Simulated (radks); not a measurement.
# Polarisabilities and dispersion coefficients of Mg⁺, Al²⁺, Si³⁺ and others

One table from this session's results is given with a row withheld; the runs are named, their logs left out.

Program: radks (a radial shooting solver on a logarithmic mesh, Libxc functionals) version 1. Level of theory: scalar-relativistic Kohn-Sham, exchange-only LDA, spin-polarised, spherical densities, finite nucleus; open shells are filled with parallel spins first. These are calculated values, not measurements, unless marked.

## Starting point

```
species : Mg⁺ ([Ne] 3s1), Al²⁺ ([Ne] 3s1), Si³⁺ ([Ne] 3s1), P⁴⁺ ([Ne] 3s1), S⁵⁺ ([Ne] 3s1), Cl⁶⁺ ([Ne] 3s1), Ar⁷⁺ ([Ne] 3s1), K⁸⁺ ([Ne] 3s1)
```

Set-up of the first run:

Input:

```text
Z 12
configuration [Ne] 3s1
relativity scalar-relativistic
functional lda,
spin polarised
nucleus finite rms 3.057 fm
c 137.035999084
response adiabatic LDA kernel
```

Steps of the session up to this table: Mg⁺, [Ne] 3s1; Al²⁺, [Ne] 3s1; Si³⁺, [Ne] 3s1; P⁴⁺, [Ne] 3s1; S⁵⁺, [Ne] 3s1; Cl⁶⁺, [Ne] 3s1; Ar⁷⁺, [Ne] 3s1; K⁸⁺, [Ne] 3s1.

One table of the session follows, with a row left open; its other results are not shown here.

| species | −ε(HOMO) (eV) | α (bohr³) | α uncoupled (bohr³) | C6 (hartree bohr⁶) | C8 (hartree bohr⁸) |
| --- | --- | --- | --- | --- | --- |
| Mg⁺ | 11.374 | 31.66 | 37.54 | 133.1 | 4824 |
| Al²⁺ | 23.843 | 12.80 | 15.27 | 33.45 | 676.4 |
| Si³⁺ | 39.678 | 6.663 | 7.960 | 12.20 | 161.3 |
| P⁴⁺ | 58.747 | 3.970 | 4.741 | 5.439 | 51.10 |
| S⁵⁺ | 80.988 | 2.575 | 3.071 | 2.752 | 19.39 |
| Cl⁶⁺ | ? | ? | ? | ? | ? |
| Ar⁷⁺ | 134.87 | 1.273 | 1.513 | 0.9003 | 3.955 |
| K⁸⁺ | 166.49 | 0.9463 | 1.122 | 0.5606 | 2.016 |

Q: Estimate the row for Cl⁶⁺ from the others.

As computed: −ε(HOMO) (eV): 106.37; α (bohr³): 1.771; α uncoupled (bohr³): 2.109; C6 (hartree bohr⁶): 1.523; C8 (hartree bohr⁸): 8.354. In the column «−ε(HOMO) (eV)» it lies between S⁵⁺ (80.988) and Ar⁷⁺ (134.87).

Uncoupled leaves out the potential induced by the response; C8 is given only where no p, d or f shell is open.
